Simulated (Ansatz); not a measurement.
# Sc3Nb: the cost of one run

Program: Ansatz 0.2.0 through its Python package. Level of theory: DFT r2SCAN, plane waves, PAW. These are calculated values, not measurements.

## 1. The system

Symmetry: I4/mmm, No. 139, tetragonal system. The conventional cell has a = 4.459 Å, b = 4.459 Å, c = 8.910 Å, α = 90.00°, β = 90.00°, γ = 90.00°. Sc (site symmetry -4m2) has 8 Sc at 3.15 Å and 4 Nb at 3.15 Å as nearest neighbours. Sc (site symmetry 4/mmm) has 8 Sc at 3.15 Å and 4 Nb at 3.15 Å as nearest neighbours. Nb (site symmetry 4/mmm) is surrounded by 12 Sc at 3.15 Å.

The script reads sc3nb.extxyz:

```xyz
4
Lattice="-2.229538 2.229538 4.455053 2.229538 -2.229538 4.455053 2.229538 2.229538 -4.455053" Properties=species:S:1:pos:R:3 pbc="T T T"
Sc    0.00000000    2.22953800    2.22752650
Sc    2.22953800    0.00000000    2.22752650
Sc    0.00000000    0.00000000    4.45505300
Nb    0.00000000    0.00000000    0.00000000
```

## 2. The code

Input file run_ecut.py:

```python
"""Convergence of Sc3Nb with the plane-wave cutoff."""

from dataclasses import dataclass
import warnings

import ansatz as az
from tabulate import tabulate


@dataclass(frozen=True)
class RunConfig:
    xc: str = "r2scan"
    kgrid: tuple[int, ...] = (7, 7, 7)
    occupations: str = "fermi_dirac"


settings = RunConfig()

warnings.simplefilter("ignore", az.DeckWarning)

xtal = az.Crystal.from_extxyz("sc3nb.extxyz")

calc = (
    xtal.calculation()
    .functional(settings.xc)
    .kpoints(*settings.kgrid)
    .occupations(settings.occupations)
    .forces()
    .stress()
)

rows = []
for value in [250, 300, 350, 400, 450]:
    report = calc.basis(value).run(threads=1, pin="off").report
    rows.append((value, report["free_energy_ev"] / len(report["lattice"]["sites"]), report["n_iterations"], sum(report["stress_gpa"][i][i] for i in range(3)) / 3, max(abs(f) for row in report["forces_ev_ang"] for f in row), report["n_pw"]))

print(tabulate(rows, headers=["cutoff (eV)", "F/atom (eV)", "iterations", "P (GPa)", "max component (eV/A)", "plane waves"], floatfmt=".4f", tablefmt="simple"))

# the last row is the reference
for row in rows[:-1]:
    shift = 1000 * (row[1] - rows[-1][1])
    print(f"{row[0]}: {shift:+.2f} meV/atom" + ("  (within 2 meV)" if abs(shift) < 2 else ""))
```

## 3. The calls as engine input

The package turns the script's settings into the engine's input (first run):

```yaml
crystal:
  lattice:
    - [-2.229538, 2.229538, 4.455053]
    - [2.229538, -2.229538, 4.455053]
    - [2.229538, 2.229538, -4.455053]
  atoms:
    - { symbol: Sc, position: [0.75, 0.25, 0.5] }
    - { symbol: Sc, position: [0.25, 0.75, 0.5] }
    - { symbol: Sc, position: [0.5, 0.5, 0.0] }
    - { symbol: Nb, position: [0.0, 0.0, 0.0] }
basis:
  ecutwfc: 250.0
kpoints:
  mp_grid:
    grid: [7, 7, 7]
hamiltonian:
  xc: r2scan
scf:
  occupations:
    method: fermi_dirac
output:
  forces: true
  stress: true
```

## 4. Launch

Started as:

```console
$ python run_ecut.py
```

**Question.** How long does this script take on 1 thread of Arm Neoverse V1, shared host, and how much memory does it need?

About 61 s, with a peak of 0.75 GiB.
